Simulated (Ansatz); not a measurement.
**CH₅AlGaN: basis-set convergence**

An exercise on one series of results from a longer session: the logs are not shown, and one member is left open.

Program: Ansatz 0.2.0, Gaussian basis. Level of theory: one geometry, several basis sets. These are calculated values, not measurements.

The runs, in order: PBE0-D4/def2-SVP; ωB97M-V/def2-SVP; PBE0-D4/def2-QZVPP; ωB97M-V/def2-QZVPP; the functionals' def2-TZVPP values are taken from earlier runs.

## The geometry

An earlier PBE0-D4 in a triple-zeta def2 set relaxation fixed the geometry.

9 atoms, charge 0, spin multiplicity 1.

Atoms are counted from 1 here; the program's logs count them from 0.

Bond lengths: Al1–C2 1.936 Å, Al1–N3 1.998 Å, Al1–H5 1.585 Å, Al1–H6 1.585 Å, C2–N3 1.278 Å, C2–H7 1.097 Å, N3–Ga4 1.858 Å, Ga4–H8 1.555 Å, Ga4–H9 1.555 Å. Angles: C2–Al1–N3 37.9°, C2–Al1–H5 118.3°, C2–Al1–H6 118.2°, N3–Al1–H5 113.6°, N3–Al1–H6 113.6°, H5–Al1–H6 123.2°, Al1–C2–N3 73.7°, Al1–C2–H7 164.6°, N3–C2–H7 121.7°, Al1–N3–C2 68.4°, Al1–N3–Ga4 138.9°, C2–N3–Ga4 152.7°, N3–Ga4–H8 114.9°, N3–Ga4–H9 114.8°, H8–Ga4–H9 129.5°.

The first run:

Input file in.yaml:

```yaml
crystal:
  periodic: [false, false, false]
  atoms:
    - {symbol: Al, position_ang: [0.222621, 1.705524, -0.244760]}
    - {symbol: C, position_ang: [1.235081, 0.134896, -0.749787]}
    - {symbol: N, position_ang: [0.213256, -0.287951, -0.109563]}
    - {symbol: Ga, position_ang: [-0.842252, -1.636704, 0.611781]}
    - {symbol: H, position_ang: [-0.839309, 2.277203, -1.273766]}
    - {symbol: H, position_ang: [0.593259, 2.432132, 1.114662]}
    - {symbol: H, position_ang: [1.986305, -0.553859, -1.155074]}
    - {symbol: H, position_ang: [-0.559946, -1.959634, 2.106650]}
    - {symbol: H, position_ang: [-2.009014, -2.111606, -0.300152]}
basis:
  gaussian: {orbitals: def2-SVP}
hamiltonian: {xc: pbe0, dispersion: d4}
output: {orbitals: {seedname: orbitals}}
```

Command:

```
ansatz run in.yaml --threads 2 --pin off --events-out ev --progress --plain --max-ram 4352MiB
```

Steps of the session up to this table: PBE0-D4 in def2-SVP; ωB97M-V in def2-SVP; PBE0-D4 in def2-QZVPP; ωB97M-V in def2-QZVPP.

One table of the session follows, with a row left open; its other results are not shown here.

It belongs to the step «Functionals by basis». 

```
functional       basis  HOMO (eV)  LUMO (eV)
   PBE0-D4    def2-SVP      -6.68      -1.83
   PBE0-D4  def2-TZVPP      -6.67      -1.85
   PBE0-D4  def2-QZVPP      -6.66      -1.88
   ωB97M-V    def2-SVP          ?          ?
   ωB97M-V  def2-TZVPP      -8.81      -0.17
   ωB97M-V  def2-QZVPP      -8.82      -0.34
```

Q: Estimate the row for ωB97M-V, def2-SVP from the others.

As computed: HOMO (eV): -8.79; LUMO (eV): -0.11. In the column «HOMO (eV)» it lies between ωB97M-V, def2-TZVPP (-8.81) and PBE0-D4, def2-SVP (-6.68).
